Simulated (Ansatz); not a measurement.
# AlCo: the cost of one run

Program: Ansatz 0.2.0. Level of theory: the levels named in each step. These are calculated values, not measurements.

**1. The starting structure**

Bond lengths: Al1–Co2 2.250 Å.

Structure file:

```xyz
2

Al    0.0000    0.0000    0.0000
Co    0.0000    0.0000    2.2504
```

**2. A rough first relaxation, PBE-D4/def2-SVP**

input.yaml

```yaml
crystal:
  periodic: [false, false, false]
  atoms:
    - { symbol: Al, position_ang: [0.0, 0.0, 0.0] }
    - { symbol: Co, position_ang: [0.0, 0.0, 2.2504] }
magnetization:
  spin_polarized: true
  initial_magnetization: 2
basis:
  gaussian: { orbitals: def2-SVP }
hamiltonian:
  xc: pbe
  dispersion: d4
relax:
  f_tol: 0.03
  max_steps: 200
```

Command:

```console
$ ansatz run input.yaml --threads 2 --pin off --max-ram 5120MiB --backend cpu --events-out ev --progress --plain --runs-dir out
```

**Question.** How long does this run take on 2 threads of Intel Xeon Platinum 8375C at 2.90GHz (Ice Lake), shared host, and how much memory does it need?

About 26 s, with a peak of 0.13 GiB.
